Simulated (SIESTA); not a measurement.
The system is Ta4O.

```xyz
5
Lattice="3.2575 0.0000 0.0000 0.0000 3.2575 0.0000 0.0000 0.0000 7.4093" Properties=species:S:1:pos:R:3 pbc="T T T"
Ta    0.0000    0.0000    0.0000
Ta    1.6287    1.6287    1.6067
Ta    1.6287    1.6287    5.8027
Ta    0.0000    0.0000    3.7047
O     1.6287    1.6287    3.7047
```

The cell comes from a database or a generator and needn't be the stable form of this composition.

* Program: SIESTA 5.4.2
* Task: single point
* Functional: PBE
* Potentials or basis: PseudoDojo 0.4 standard (PBE files)
* Basis: DZP (energy shift 0.003 Ry; two zetas on semicore shells)
* Grid cutoff: 800 Ry
* Energy shift: 0.003 Ry
* k mesh: 8 × 8 × 4
* Occupations: fermi-dirac, width 0.05 eV
* Spin: no spin polarisation

On this cell: pressure 1.3 GPa; largest force 0.267 eV/Å; band gap on the k mesh none (metal or under the smearing width).

The same run follows on a disturbed copy (atoms moved at random, drawn with an rms of 0.05 Å):

```
Ta O
1.0
     3.25750    0.00000    0.00000
     0.00000    3.25750    0.00000
     0.00000    0.00000    7.40934
Ta O
4 1
Cartesian
  0.0039 -0.0260 0.0036
  1.6137 1.6212 1.6214
  1.6072 1.6516 5.8261
  -0.0108 0.0416 3.6412
  1.6055 1.6020 3.6732
```

**Question.** What changes?

**Answer.** The energy (extrapolated to zero smearing) moves by +13.9 meV/atom; pressure 1.8 GPa; largest force 1.115 eV/Å; band gap on the k mesh none (metal or under the smearing width).

Forces in eV/Å, atoms in the order of the input:
```
Ta  -0.321  0.482  0.142
Ta   0.181 -0.044 -1.098
Ta   0.215 -0.316 -0.575
Ta  -0.102 -0.371  0.440
O    0.024  0.249  1.086
```

Stress tensor (GPa, compression positive):
```
 1.66  0.06 -0.11
 0.06  1.36  0.32
-0.11  0.32  2.40
```

Caveats: short orbitals over semicore shells can move pressures by several GPa; the basis of atomic orbitals isn't converged, which shifts pressures, moduli and gaps.
